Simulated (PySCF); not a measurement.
# SiF3 (SMILES F[Si](F)F) at UM06-2X/STO-3G

Aim: the vertical doublet–quartet gap of SiF3 at UM06-2X/STO-3G, from 2 runs. 

The results are computed with PySCF 2.14.0.

12 further runs of the same task are left out: 4 that didn't finish, 8 set aside as unsound or not needed.

## 1. The molecule

SiF3 has 4 atoms, charge 0, and is taken as a doublet. SMILES: `F[Si](F)F`. The coordinates come from a PBE0-D4/def2-TZVP relaxation.

Bond lengths: F1–Si2 1.581 Å, Si2–F3 1.581 Å, Si2–F4 1.581 Å. Angles: F1–Si2–F3 107.9°, F1–Si2–F4 107.9°, F3–Si2–F4 107.9°.

## 2. The energy at UM06-2X/STO-3G

The input, calc.py:

```python
from pyscf import gto, dft

mol = gto.M(
    atom='''
F      0.784850    -0.507040     1.151700
Si    -0.282750     0.213060     0.234280
F     -0.994260    -0.892250    -0.644340
F      0.492160     1.186230    -0.741640
''',
    spin=1,
    charge=0,
    max_memory=1860,
    verbose=4,
    basis='sto-3g',
)

mf = dft.UKS(mol, xc='m06-2x')
mf.grids.level = 5
mf.conv_tol = 1e-10
mf.kernel()
if not mf.converged:
    mf = mf.newton().run(mf.mo_coeff, mf.mo_occ)

e_tot = mf.e_tot
print('E = %.10f Eh' % e_tot)
```

On the command line:

```bash
$ OMP_NUM_THREADS=1 python calc.py
```

What it wrote:

```text
PySCF version 2.14.0

[INPUT] num. atoms = 4
[INPUT] num. electrons = 41
[INPUT] charge = 0
[INPUT] spin (= nelec alpha-beta = 2S) = 1
[INPUT] symmetry False subgroup None
[INPUT] Mole.unit = angstrom
[INPUT] Symbol           X                Y                Z      unit          X                Y                Z       unit  Magmom
[INPUT]  1 F      0.784850000000  -0.507040000000   1.151700000000 AA    1.483151548865  -0.958166734199   2.176397577662 Bohr   0.0
[INPUT]  2 Si    -0.282750000000   0.213060000000   0.234280000000 AA   -0.534320061721   0.402625048100   0.442725036463 Bohr   0.0
[INPUT]  3 F     -0.994260000000  -0.892250000000  -0.644340000000 AA   -1.878879096610  -1.686108134643  -1.217626131102 Bohr   0.0
[INPUT]  4 F      0.492160000000   1.186230000000  -0.741640000000 AA    0.930047609466   2.241649820743  -1.401496483022 Bohr   0.0

nuclear repulsion = 176.798451306826
number of shells = 14
number of NR pGTOs = 72
number of NR cGTOs = 24
basis = sto-3g
ecp = {}

******** <class 'pyscf.dft.uks.UKS'> ********
method = UKS
initial guess = minao
damping factor = 0
level_shift factor = 0
DIIS = <class 'pyscf.scf.diis.CDIIS'>
diis_start_cycle = 1
diis_space = 8
diis_damp = 0
SCF conv_tol = 1e-10
SCF conv_tol_grad = None
SCF max_cycles = 50
direct_scf = True
direct_scf_tol = 1e-13
number electrons alpha = 21  beta = 20
XC library pyscf.dft.libxc version 7.0.0
    S. Lehtola, C. Steigemann, M. J.T. Oliveira, and M. A.L. Marques.,  SoftwareX 7, 1–5 (2018)
XC functionals = m06-2x
    Y. Zhao and D. G. Truhlar.,  Theor. Chem. Acc. 120, 215 (2008)
    Y. Zhao and D. G. Truhlar.,  Theor. Chem. Acc. 120, 215 (2008)
radial grids:
    Treutler-Ahlrichs [JCP 102, 346 (1995); DOI:10.1063/1.469408] (M4) radial grids

becke partition: Becke, JCP 88, 2547 (1988); DOI:10.1063/1.454033
pruning grids: <function nwchem_prune>
grids dens level: 5
symmetrized grids: False
atomic radii adjust function: <function treutler_atomic_radii_adjust>
small_rho_cutoff = 0
Set gradient conv threshold to 1e-05
tot grids = 175192
init E= -581.489554814052
[... the frontier-level lines of each cycle are left out ...]

cycle= 1 E= -581.166560733651  delta_E= 0.323  |g|= 0.393  |ddm|= 1.88
cycle= 2 E= -581.279944521634  delta_E= -0.113  |g|= 0.237  |ddm|= 1.11
cycle= 3 E= -581.321436584007  delta_E= -0.0415  |g|= 0.0119  |ddm|= 0.361
cycle= 4 E= -581.321730900809  delta_E= -0.000294  |g|= 0.00236  |ddm|= 0.0547
cycle= 5 E= -581.32173848295  delta_E= -7.58e-06  |g|= 0.000254  |ddm|= 0.00764
cycle= 6 E= -581.321738610546  delta_E= -1.28e-07  |g|= 6.72e-05  |ddm|= 0.000886
cycle= 7 E= -581.321738620819  delta_E= -1.03e-08  |g|= 9.48e-06  |ddm|= 0.000291
cycle= 8 E= -581.321738621042  delta_E= -2.24e-10  |g|= 1.73e-06  |ddm|= 4.31e-05
cycle= 9 E= -581.321738621047  delta_E= -4.89e-12  |g|= 8.94e-07  |ddm|= 5.8e-06
Extra cycle  E= -581.321738621048  delta_E= -7.96e-13  |g|= 6.48e-07  |ddm|= 2.66e-06
converged SCF energy = -581.321738621048  <S^2> = 0.75329112  2S+1 = 2.0032884
E = -581.3217386210 Eh
```

Run time: 5.7 s. Hardware: 1 thread of Intel Xeon 6975P-C (Granite Rapids), shared host; peak memory 0.23 GiB.

## 3. The quartet

The input, geometry.xyz:

```xyz
4

F      0.784850    -0.507040     1.151700
Si    -0.282750     0.213060     0.234280
F     -0.994260    -0.892250    -0.644340
F      0.492160     1.186230    -0.741640
```

The input, run.py:

```python
from pyscf import gto, dft

molecule = gto.M(
    atom='geometry.xyz',
    verbose=4,
    spin=3,
    max_memory=1860,
    basis='sto-3g',
)

calc0 = dft.UKS(molecule)
calc0.xc = 'm06-2x'
calc0.grids.level = 5
calc0.conv_tol = 1e-10
calc0.kernel()
if not calc0.converged:
    calc0 = calc0.newton().run(calc0.mo_coeff, calc0.mo_occ)

e_tot = calc0.e_tot
print('E(%s) = %.9f' % ('M06-2X', e_tot))
```

On the command line:

```bash
$ OMP_NUM_THREADS=1 python run.py
```

What it wrote:

```text
PySCF version 2.14.0

[INPUT] num. atoms = 4
[INPUT] num. electrons = 41
[INPUT] charge = 0
[INPUT] spin (= nelec alpha-beta = 2S) = 3
[INPUT] symmetry False subgroup None
[INPUT] Mole.unit = angstrom
[INPUT] Symbol           X                Y                Z      unit          X                Y                Z       unit  Magmom
[INPUT]  1 F      0.784850000000  -0.507040000000   1.151700000000 AA    1.483151548865  -0.958166734199   2.176397577662 Bohr   0.0
[INPUT]  2 Si    -0.282750000000   0.213060000000   0.234280000000 AA   -0.534320061721   0.402625048100   0.442725036463 Bohr   0.0
[INPUT]  3 F     -0.994260000000  -0.892250000000  -0.644340000000 AA   -1.878879096610  -1.686108134643  -1.217626131102 Bohr   0.0
[INPUT]  4 F      0.492160000000   1.186230000000  -0.741640000000 AA    0.930047609466   2.241649820743  -1.401496483022 Bohr   0.0

nuclear repulsion = 176.798451306826
number of shells = 14
number of NR pGTOs = 72
number of NR cGTOs = 24
basis = sto-3g
ecp = {}

******** <class 'pyscf.dft.uks.UKS'> ********
method = UKS
initial guess = minao
damping factor = 0
level_shift factor = 0
DIIS = <class 'pyscf.scf.diis.CDIIS'>
diis_start_cycle = 1
diis_space = 8
diis_damp = 0
SCF conv_tol = 1e-10
SCF conv_tol_grad = None
SCF max_cycles = 50
direct_scf = True
direct_scf_tol = 1e-13
number electrons alpha = 22  beta = 19
XC library pyscf.dft.libxc version 7.0.0
    S. Lehtola, C. Steigemann, M. J.T. Oliveira, and M. A.L. Marques.,  SoftwareX 7, 1–5 (2018)
XC functionals = m06-2x
    Y. Zhao and D. G. Truhlar.,  Theor. Chem. Acc. 120, 215 (2008)
    Y. Zhao and D. G. Truhlar.,  Theor. Chem. Acc. 120, 215 (2008)
radial grids:
    Treutler-Ahlrichs [JCP 102, 346 (1995); DOI:10.1063/1.469408] (M4) radial grids

[... 12 lines left out ...]
[... the frontier-level lines of each cycle are left out ...]
[... 5 lines left out ...]
[... 5 lines left out ...]
[... 5 lines left out ...]
[... 5 lines left out ...]
[... 5 lines left out ...]
[... 5 lines left out ...]
[... 5 lines left out ...]
[... 5 lines left out ...]
[... 5 lines left out ...]
[... 5 lines left out ...]
[... 5 lines left out ...]
[... 5 lines left out ...]

cycle= 13 E= -580.833189656553  delta_E= -2.56e-10  |g|= 7.21e-06  |ddm|= 2.76e-05


cycle= 14 E= -580.833189653879  delta_E= 2.67e-09  |g|= 5.75e-06  |ddm|= 0.000342


cycle= 15 E= -580.833189652439  delta_E= 1.44e-09  |g|= 6.81e-06  |ddm|= 0.000365


cycle= 16 E= -580.833189652189  delta_E= 2.5e-10  |g|= 4.52e-06  |ddm|= 0.000145


cycle= 17 E= -580.833189652392  delta_E= -2.03e-10  |g|= 3.06e-06  |ddm|= 9.43e-05


cycle= 18 E= -580.833189652288  delta_E= 1.05e-10  |g|= 4.95e-06  |ddm|= 0.000105


cycle= 19 E= -580.833189652174  delta_E= 1.14e-10  |g|= 4.24e-06  |ddm|= 4.81e-05


cycle= 20 E= -580.833189652163  delta_E= 1.09e-11  |g|= 2.38e-06  |ddm|= 6.57e-05


Extra cycle  E= -580.833189652173  delta_E= -1.02e-11  |g|= 2.91e-06  |ddm|= 1.49e-05
converged SCF energy = -580.833189652173  <S^2> = 3.7553434  2S+1 = 4.0026708
E(M06-2X) = -580.833189652
```

Run time: 11 s. Hardware: 1 thread of Intel Xeon 6975P-C (Granite Rapids), shared host; peak memory 0.24 GiB.

## 4. What came out

Level: UM06-2X/STO-3G.

| quantity | value |
| --- | --- |
| doublet: total energy | -581.32174 Eh |
| doublet: dipole moment | 0.90 D |
| doublet: HOMO energy (highest over α and β) | -3.77 eV |
| doublet: LUMO energy (lowest over α and β) | 2.33 eV |
| doublet: ⟨S²⟩ | 0.753 |
| quartet: total energy | -580.83319 Eh |
| quartet: dipole moment | 1.75 D |
| quartet: ⟨S²⟩ | 3.755 |
| vertical energy of the quartet above the doublet | 13.294 eV |

In words: At this shape the quartet lies 13.29 eV (307 kcal/mol) above the doublet. In a minimal basis such a difference can be off by several eV, whatever the method. Mulliken charges (doublet) run from -0.26 on F1 to +0.79 on Si2.
